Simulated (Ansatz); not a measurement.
# CH6BFSSi: small, medium and large basis sets

How large a basis does CH6BFSSi need? Two functionals are run in growing sets.

The runs use Ansatz 0.2.0, Gaussian basis; one geometry, several basis sets.

Levels to be run: PBE0-D4/def2-SVP; ωB97M-V/def2-SVP; PBE0-D4/def2-QZVPP; ωB97M-V/def2-QZVPP; the functionals' def2-TZVPP values are taken from earlier runs.

## (1) Structure used throughout

All runs share one geometry, relaxed beforehand with PBE0-D4 in a triple-zeta def2 set.

11 atoms, charge 0, spin multiplicity 1.

Atoms are counted from 1 here; the program's logs count them from 0.

Bond lengths: B1–Si2 1.939 Å, B1–S4 2.034 Å, B1–H6 1.197 Å, B1–H7 1.196 Å, Si2–F3 1.597 Å, Si2–S4 2.236 Å, Si2–H8 1.483 Å, S4–C5 1.809 Å, C5–H9 1.089 Å, C5–H10 1.089 Å, C5–H11 1.089 Å. Angles: Si2–B1–S4 68.4°, Si2–B1–H6 115.1°, Si2–B1–H7 120.5°, S4–B1–H6 107.1°, S4–B1–H7 110.4°, H6–B1–H7 120.8°, B1–Si2–F3 123.5°, B1–Si2–S4 57.8°, B1–Si2–H8 130.1°, F3–Si2–S4 111.1°, F3–Si2–H8 106.4°, S4–Si2–H8 105.7°, B1–S4–Si2 53.8°, B1–S4–C5 102.6°, Si2–S4–C5 100.1°, S4–C5–H9 107.8°, S4–C5–H10 109.0°, S4–C5–H11 110.8° and more.

Coordinates:

```xyz
11

B    -0.58147    1.42456   -0.11689
Si   -0.81354   -0.06188   -1.33950
F    -0.60435    0.05332   -2.91805
S     1.10320    0.29162   -0.24408
C     0.90240   -0.86883    1.12908
H    -0.33826    2.47600   -0.63476
H    -1.03345    1.37730    0.98945
H    -1.17578   -1.47393   -1.06740
H     1.25461   -0.37637    2.03479
H     1.49691   -1.75940    0.92990
H    -0.14498   -1.13939    1.25808
```

## (2) PBE0-D4 in def2-SVP

The input, in.yaml:

```yaml
crystal:
  periodic: [false, false, false]
  atoms:
    - {symbol: B, position_ang: [-0.581468, 1.424564, -0.116893]}
    - {symbol: Si, position_ang: [-0.813535, -0.061883, -1.339504]}
    - {symbol: F, position_ang: [-0.604345, 0.053325, -2.918046]}
    - {symbol: S, position_ang: [1.103196, 0.291623, -0.244080]}
    - {symbol: C, position_ang: [0.902398, -0.868833, 1.129075]}
    - {symbol: H, position_ang: [-0.338262, 2.476000, -0.634760]}
    - {symbol: H, position_ang: [-1.033451, 1.377296, 0.989447]}
    - {symbol: H, position_ang: [-1.175781, -1.473934, -1.067402]}
    - {symbol: H, position_ang: [1.254613, -0.376369, 2.034789]}
    - {symbol: H, position_ang: [1.496915, -1.759400, 0.929896]}
    - {symbol: H, position_ang: [-0.144978, -1.139390, 1.258079]}
basis:
  gaussian: {orbitals: def2-SVP}
hamiltonian: {xc: pbe0, dispersion: d4}
output: {orbitals: {seedname: orbitals}}
```

The runs that follow: ωB97M-V in def2-SVP; PBE0-D4 in def2-QZVPP; ωB97M-V in def2-QZVPP.

**Question.** What will the summary of the whole plan be? Wanted: PBE0-D4: double and triple zeta above quadruple; ωB97M-V: double and triple zeta above quadruple.

As calculated:

| quantity | value |
| --- | --- |
| PBE0-D4: double and triple zeta above quadruple | 12.99, 0.86 eV |
| ωB97M-V: double and triple zeta above quadruple | 13.12, 0.80 eV |

What this shows: PBE0-D4 gains 12.14 eV from double to triple zeta, then 0.86 eV more. Total energies overstate the basis error of differences, where much of it tends to cancel. The LUMO of ωB97M-V is positive and keeps falling with the basis (1.69 to 0.93 eV): an unbound level that the basis holds in place.
